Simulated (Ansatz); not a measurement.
# InHCl (SMILES [Cl][InH]): UCCSD(T)/STO-3G

What is the vertical doublet–quartet gap of InHCl at UCCSD(T)/STO-3G? 

Program for the calculation: Ansatz 0.2.0.

69 further runs of the same task are left out: 6 that didn't finish, 63 set aside as unsound or not needed.

## (1) Starting point

The species is InHCl (3 atoms), meant as a doublet with charge 0. SMILES: `[Cl][InH]`. The shape is that of a PBE0-D4/def2-TZVP optimisation.

Bond lengths: Cl1–In2 2.365 Å, In2–H3 1.773 Å. Angles: Cl1–In2–H3 115.3°.

## (2) The energy at UCCSD(T)/STO-3G

run.yaml reads:

```yaml
crystal:
  periodic: [false, false, false]
  atoms:
    - {symbol: Cl, position_ang: [-1.649800, 0.396800, -0.867400]}
    - {symbol: In, position_ang: [0.409500, 0.542400, 0.286100]}
    - {symbol: H, position_ang: [1.229400, -1.003900, 0.568100]}
basis:
  gaussian:
    orbitals: STO-3G
magnetization:
  spin_polarized: true
  initial_magnetization: 1
correlation:
  method: ccsd_t
  frozen_orbitals: {Cl: 5, H: 0, In: 18}
accuracy: high
scf:
  omitted_lower_state_checks: [cluster_reference, increment]
```

Launch:

```bash
$ ansatz run run.yaml --threads 1 --pin off --max-ram 2610MiB --events-out events.jsonl --progress --plain --runs-dir runs
```

The log of the run (excerpt; [...] marks lines left out):

```text
Warning: RAYON_NUM_THREADS=1 ignored (pool sized by the plan → 1); use --threads N
Functional definition: HF
  name "HF"
[...]
662 factors; integrals over basis functions are off by at most 8.9e-9 eV
[...]
mean field -167025.54192472 eV, -6138.0754517547 hartree, gradient 2.4e-8 eV, S^2 0.755530; 0 other end points of the search recorded, 0 dependent functions left out
23 core orbitals not correlated: weight in the atoms' cores, before any rotation towards them, 1.000 or more for the frozen orbitals, at most 0.000 for the correlated occupied ones
reference -167025.54192472 eV, -6138.0754517547 hartree; 11, 10 occupied and 3, 4 virtual orbitals, 662 factors
second order -0.57008978 eV of doubles, -0.00000000 eV of singles
cycle   1  -0.72994461 eV  change   -1.6e-1 eV  update   4.9e-2
[...]
cycle  22  -0.86000826 eV  change  -7.3e-10 eV  update  6.1e-10
perturbative correction -0.02268762 eV, -0.0008337546 hartree
Total energy: -167026.42462059 eV, -6138.1078902299 hartree
Checks for a lower state left out: cluster_reference, increment
```

Wall time 1.2 s (1 thread of Arm Neoverse V1, shared host); peak memory 0.12 GiB.

## (3) The quartet, same level

Changes to run.yaml since step 2:

```diff
@@ -9,5 +9,8 @@
     orbitals: STO-3G
+scf:
+  omitted_lower_state_checks: [cluster_reference, increment]
+accuracy: high
 magnetization:
   spin_polarized: true
-  initial_magnetization: 1
+  initial_magnetization: 3
 correlation:
@@ -15,4 +18 @@
   frozen_orbitals: {Cl: 5, H: 0, In: 18}
-accuracy: high
-scf:
-  omitted_lower_state_checks: [cluster_reference, increment]
```

Launch:

```bash
$ ansatz run run.yaml --threads 1 --pin off --max-ram 2610MiB --events-out events.jsonl --progress --plain --runs-dir runs
```

The log of the run (excerpt; [...] marks lines left out):

```text
Warning: RAYON_NUM_THREADS=1 ignored (pool sized by the plan → 1); use --threads N
[... 2 set-up lines as earlier in the session ...]
[...]
662 factors; integrals over basis functions are off by at most 8.9e-9 eV
[...]
mean field -167020.14358685 eV, -6137.8770664974 hartree, gradient 2.5e-8 eV, S^2 3.760637; 6 other end points of the search recorded, 0 dependent functions left out
23 core orbitals not correlated: weight in the atoms' cores, before any rotation towards them, 1.000 or more for the frozen orbitals, at most 0.000 for the correlated occupied ones
reference -167020.14358685 eV, -6137.8770664974 hartree; 12, 9 occupied and 2, 5 virtual orbitals, 662 factors
second order -0.36743751 eV of doubles, -0.00000000 eV of singles
cycle   1  -0.47478824 eV  change   -1.1e-1 eV  update   5.8e-2
[...]
cycle  38  -0.74617788 eV  change    1.5e-9 eV  update  7.9e-10
perturbative correction -0.03233125 eV, -0.0011881516 hartree
Total energy: -167020.92209599 eV, -6137.9056761804 hartree
Checks for a lower state left out: cluster_reference, increment
```

It took 2.7 s on 1 thread of Arm Neoverse V1, shared host; peak memory 0.13 GiB.

## (4) Outcome

Level: UCCSD(T)/STO-3G, 23 core orbitals frozen.

| quantity | value |
| --- | --- |
| doublet: total energy | -6138.10789 Eh |
| doublet: correlation energy (23 core orbitals frozen) | -32.4 mEh |
| doublet: (T) correction | -0.83 mEh |
| doublet: ⟨S²⟩ of the reference determinant | 0.756 |
| doublet: T1 diagnostic | 0.009 |
| quartet: total energy | -6137.90568 Eh |
| quartet: correlation energy (23 core orbitals frozen) | -28.6 mEh |
| quartet: (T) correction | -1.19 mEh |
| quartet: ⟨S²⟩ of the reference determinant | 3.761 |
| quartet: T1 diagnostic | 0.039 |
| vertical energy of the quartet above the doublet | 5.503 eV |

In words: At this shape the quartet lies 5.50 eV (531 kJ/mol) above the doublet. In a minimal basis such a difference can be off by several eV, whatever the method. The triples (doublet) make up 2.6 % of the correlation energy. Relativity is left out (doublet) although the molecule holds a heavy atom. The triples (quartet) make up 4.2 % of the correlation energy. Relativity is left out (quartet) although the molecule holds a heavy atom.
